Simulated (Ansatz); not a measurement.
Write a Python script for Ansatz 0.2.0 through its Python package that makes a ranking of structure types by relaxed energy of Ti on several prototypes. Use (first run): LDA, PAW, cutoff 520 eV, 8×8×8 k-points, cold smearing of 0.05 eV.

Script `prototypes_ti.py`:
```python
"""Relaxed energies of Ti in several structure types."""

import csv
import warnings

import ansatz as az
import numpy as np
import spglib

params = {
    "cutoff": 520,
    "kspacing": 0.33,
    "filling": "cold",
    "sigma": 0.05,
}


def sc(a_site, a):
    return (
        az.Lattice.cubic(a)
        .space_group(221)
        .atom(a_site, [0, 0, 0])
    )


def diamond(A, a):
    return az.Crystal.diamond(A, a=a)


def hcp(first, a):
    return (
        az.Lattice.from_parameters(a, a, 1.633 * a, alpha=90, beta=90, gamma=120)
        .space_group(194)
        .atom(first, [1 / 3, 2 / 3, 0.25])
    )


def fcc(first, a):
    return (
        az.Lattice.fcc(a)
        .space_group(225)
        .atom(first, [0, 0, 0])
        .primitive()
    )


def run_phase(name, crystal, relax=True):
    calc = crystal.calculation()
    calc = calc.functional(az.Functional.LDA)
    calc = calc.basis(params["cutoff"])
    calc = calc.kpoints(spacing=params["kspacing"])
    calc = calc.occupations(params["filling"], width=params["sigma"]).stress()
    calc = calc.band_table()
    if relax:
        calc = calc.relax(force_tolerance=0.02, cell=True)
    return calc.run(threads=1, pin="off")

def bulk_modulus(name, outcome, step=0.02):
    # B = -V dP/dV from the pressures of two uniformly scaled cells, atoms held at their fractions
    pressure = []
    for factor in (1 - step, 1.0, 1 + step):
        cell = az.Crystal(lattice=az.Lattice.of(outcome.lattice.cell_ang * factor ** (1 / 3)))
        for site in outcome.report["lattice"]["sites"]:
            cell = cell.atom(site["symbol"], site["position_frac"])
        pressure.append(np.trace(run_phase(name, cell, relax=False).report["stress_gpa"]) / 3)
    slope, bend = (pressure[0] - pressure[2]) / (2 * step), abs(pressure[0] + pressure[2] - 2 * pressure[1])
    # a jump of mesh or basis between the cells shows as a kink: no modulus then
    return float(slope) if bend < 12 * step**2 * abs(slope) + 0.15 and abs(pressure[1]) < 1.5 else float("nan")

def relaxed_twice(name, crystal):
    # the second pass draws mesh and plane waves anew for the relaxed cell
    first = run_phase(name, crystal)
    again = az.Crystal(lattice=az.Lattice.of(first.lattice.cell_ang))
    for site in first.report["lattice"]["sites"]:
        again = again.atom(site["symbol"], site["position_frac"])
    return run_phase(name, again)


def space_group(outcome):
    sites = outcome.report["lattice"]["sites"]
    kinds = sorted({site["symbol"] for site in sites})
    cell = (outcome.lattice.cell_ang, [site["position_frac"] for site in sites], [kinds.index(site["symbol"]) for site in sites])
    return spglib.get_spacegroup(cell, symprec=0.01)


def volume_per_atom(outcome):
    return abs(np.linalg.det(outcome.lattice.cell_ang)) / len(outcome.lattice.sites)


def main() -> None:
    # a is a first guess in angstrom
    warnings.simplefilter("ignore")

    phases = {}
    phases["sc"] = sc("Ti", 2.69)
    phases["diamond"] = diamond("Ti", 5.68)
    phases["hcp"] = hcp("Ti", 2.92)
    phases["fcc"] = fcc("Ti", 4.13)

    done = {}
    for name, crystal in phases.items():
        try:
            done[name] = relaxed_twice(name, crystal)
        except az.NonConvergedError as error:
            print(name, "did not converge:", str(error)[:120])

    energy = {name: o.report["energy_sigma0_ev"] / len(o.lattice.sites) for name, o in done.items()}
    lowest = min(energy.values())
    rows = [(name, len(o.lattice.sites), 1000 * (energy[name] - lowest), space_group(o), volume_per_atom(o), bulk_modulus(name, o)) for name, o in done.items()]
    rows.sort(key=lambda row: row[2])
    with open("prototypes.csv", "w", newline="") as handle:
        writer = csv.writer(handle)
        writer.writerow(["phase", "atoms", "dE (meV/atom)", "space group", "V (A^3/atom)", "B (GPa)"])
        writer.writerows([round(v, 4) if isinstance(v, float) else v for v in row] for row in rows)
    print(open("prototypes.csv").read())


if __name__ == "__main__":
    main()
```

```console
$ python prototypes_ti.py
phase,atoms,dE (meV/atom),space group,V (A^3/atom),B (GPa)
hcp,2,0.0,P6_3/mmc (194),16.1251,126.3326
fcc,1,59.0876,Fm-3m (225),16.0787,120.6097
sc,1,820.7423,Pm-3m (221),16.7274,83.9403
diamond,2,2280.661,Fd-3m (227),18.8514,61.0318
```

Reading the output:
- For the metals among these phases the mesh is modest: differences between phases can be off by up to 40 meV an atom.
- Pressure is positive in compression.
- The cells are built on prototypes, so most aren't the phase found in nature. Rows bear the name of their start, and a relaxation keeps or raises the symmetry. Differences under about 40 meV an atom lie within the error of mesh and functional.
- Run time: 50 s on 1 thread of Arm Neoverse V1, on a shared host, peak memory 0.39 GiB.
